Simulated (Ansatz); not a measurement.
# BGeNH (doublet): from Hartree-Fock to the top rungs, cc-pVDZ

Aim: climb from Hartree-Fock through coupled cluster and multireference methods for BGeNH (doublet) at one geometry and basis, and see what each rung misses.

Program: Ansatz 0.2.0, Gaussian basis. Level of theory: cc-pVDZ, core rule «outside noble gas», up to 16 orbitals frozen. These are calculated values, not measurements.

The runs, in order: UHF; CCSD(T) on ROHF; CCSD(T) on UHF; BCCD(T) on ROHF; CISD as a restricted active space (open shells left free, so some higher excitations enter); CCSDT(Q) on ROHF; CCSDT(Q) on UHF; CASSCF and MRCISD+Q, 9 electrons in 9 orbitals; CASSCF and NEVPT2, 9 electrons in 9 orbitals.

27 further runs of the same task are left out: 14 that didn't finish, 13 set aside as unsound or not needed. Runs told in other sessions of the task aren't counted.

## Step 1: The geometry

The geometry is a PBE0/def2-TZVP stationary point (not a proven minimum) of the parent state, kept for this charge and spin. No spin-orbit coupling is included. The filled d shell of Ge may be among the frozen orbitals whatever the setting's name suggests.

4 atoms, charge 0, spin multiplicity 2.

Atoms are counted from 1 here; the program's logs count them from 0.

Bond lengths: Ge1–B2 1.973 Å, B2–N3 1.239 Å, N3–H4 0.992 Å. Angles: Ge1–B2–N3 180.0°, B2–N3–H4 180.0°.

## Step 2: UHF

Contents of in.yaml:

```yaml
crystal:
  periodic: [false, false, false]
  atoms:
    - {symbol: Ge, position_ang: [0.000000, 0.000000, -2.347399]}
    - {symbol: B, position_ang: [0.000000, 0.000000, -0.374442]}
    - {symbol: N, position_ang: [0.000000, 0.000000, 0.865005]}
    - {symbol: H, position_ang: [0.000000, 0.000000, 1.856836]}
basis:
  gaussian: {orbitals: cc-pVDZ}
magnetization: {spin_polarized: true, initial_magnetization: 1}
hamiltonian: {xc: hf}
output: {orbitals: {seedname: orbitals}}
```

Run with:

```sh
$ ansatz run in.yaml --threads 1 --pin off --events-out ev --progress --plain --max-ram 2393MiB
```

After this run come: CCSD(T) on ROHF; CCSD(T) on UHF; BCCD(T) on ROHF; CISD as a restricted active space (open shells left free, so some higher excitations enter); CCSDT(Q) on ROHF; CCSDT(Q) on UHF; CASSCF and MRCISD+Q, 9 electrons in 9 orbitals; CASSCF and NEVPT2, 9 electrons in 9 orbitals.

Q: Predict the results of all the runs planned. Wanted: UCCSDT(Q) from the RHF energy; RMP2 from UCCSDT(Q); UMP2 from UCCSDT(Q); RCCSD from UCCSDT(Q); RCCSD(T) from UCCSDT(Q); UCCSD(T) from UCCSDT(Q); RCCSDT(Q) from UCCSDT(Q); T1 diagnostic.

As calculated:

```
                         quantity                      value
    UCCSDT(Q) from the ROHF energy                 -9.2456 eV
              RMP2 from UCCSDT(Q)                +1102.2 meV
              UMP2 from UCCSDT(Q)                +1116.8 meV
             RCCSD from UCCSDT(Q)                 +419.5 meV
          RCCSD(T) from UCCSDT(Q)                  +63.0 meV
          UCCSD(T) from UCCSDT(Q)                  +61.3 meV
         RCCSDT(Q) from UCCSDT(Q)                   +7.6 meV
levels within 1 kcal/mol (43 meV)  RCCSDT, UCCSDT, RCCSDT(Q)
                    T1 diagnostic                      0.024
```

RCCSD(T) misses by +63.0 meV, 0.7 % of the correlation energy. These misses are within one basis, not against nature; the frozen cores of restricted and unrestricted runs differ, which can shift their rows.

With open shells the CI space here admits some higher excitations, so it is larger than plain CISD.
